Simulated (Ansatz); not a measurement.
Working through an optical spectrum of LiH, space group Fm-3m

Program: the Python package of Ansatz (0.2.0).

Run as a notebook:

In [1]:
```python
import warnings

import ansatz as az
from ase import Atoms
import numpy as np
```

In [2]:
```python
warnings.simplefilter("ignore", az.DeckWarning)

atoms = Atoms(
    ["Li", "H"],
    scaled_positions=[
        [0.0, 0.0, 0.0],
        [0.5, 0.5, 0.5],
    ],
    cell=[
        [0.0, 2.03675, 2.03675],
        [2.03675, 0.0, 2.03675],
        [2.03675, 2.03675, 0.0],
    ],
    pbc=True,
)
structure = az.Crystal.from_ase(atoms)
```

In [3]:
```python
structure.resolved().tree()["lattice"]
```
Out [3]:
```text
((0.0, 2.03675, 2.03675), (2.03675, 0.0, 2.03675), (2.03675, 2.03675, 0.0))
```

In [4]:
```python
model = structure.calculation()
model = model.functional("PBE")
model = model.pseudopotentials("paw")
model = model.basis(21 * az.Ha).kpoints(8, 8, 8)
model = model.occupations("fermi_dirac")
model = model.optics(energy_step=0.1, nscf_kmesh=(10, 10, 10))
outcome = model.run(threads=1, pin="off")
spectra = outcome.optics()
energy, filling = np.asarray(spectra.photon_energy_ev), spectra.band_filling
gapped = filling.kind == "insulating"
eps1 = np.asarray(filling.eps1 if gapped else filling.eps1_interband)[:3].mean(axis=0)
eps2 = np.asarray(filling.eps2 if gapped else filling.eps2_interband)[:3].mean(axis=0)
print("filling:", filling.kind, "- valid up to", round(spectra.valid_up_to_ev, 2), "eV,", spectra.n_bands, "bands")
top = min(8, spectra.valid_up_to_ev)
# mean of xx, yy and zz; between bands only where the bands are partly filled
print("E (eV)    eps1      eps2")
for e in np.arange(0.5, top + 0.01, 0.5):
    print(f"{e:5.1f} {np.interp(e, energy, eps1):9.3f} {np.interp(e, energy, eps2):9.3f}")
if gapped:
    print("eps_inf, bands beyond those summed included:", np.round(filling.eps_inf[:3], 3))
print("f-sum electrons:", np.round(filling.get("f_sum_n_eff"), 3))
```
```text
filling: insulating - valid up to 13.39 eV, 6 bands
E (eV)    eps1      eps2
  0.5     4.356     0.000
  1.0     4.456     0.000
  1.5     4.645     0.000
  2.0     4.973     0.000
  2.5     5.598     0.000
  3.0     7.866     0.587
  3.5     6.399     3.777
  4.0     5.006     4.117
  4.5     4.250     4.077
  5.0     3.914     4.054
  5.5     3.852     4.403
  6.0     3.419     5.097
  6.5     2.611     5.952
  7.0     0.932     6.777
  7.5    -1.537     4.911
  8.0    -1.612     3.984
eps_inf, bands beyond those summed included: [4.351 4.351 4.351]
f-sum electrons: [2.312 2.312 2.312]
```

What to keep in mind:
- The starting cell is as deposited in a crystallographic database; the results hold for this polymorph, which needn't be the stable one.
- Independent-particle spectra on Kohn-Sham bands hold no excitons, and semilocal gaps are too small.
- Wall time of the script: 4.4 s on 1 thread of Arm Neoverse V1, with other jobs on the host, peak memory 0.53 GiB.
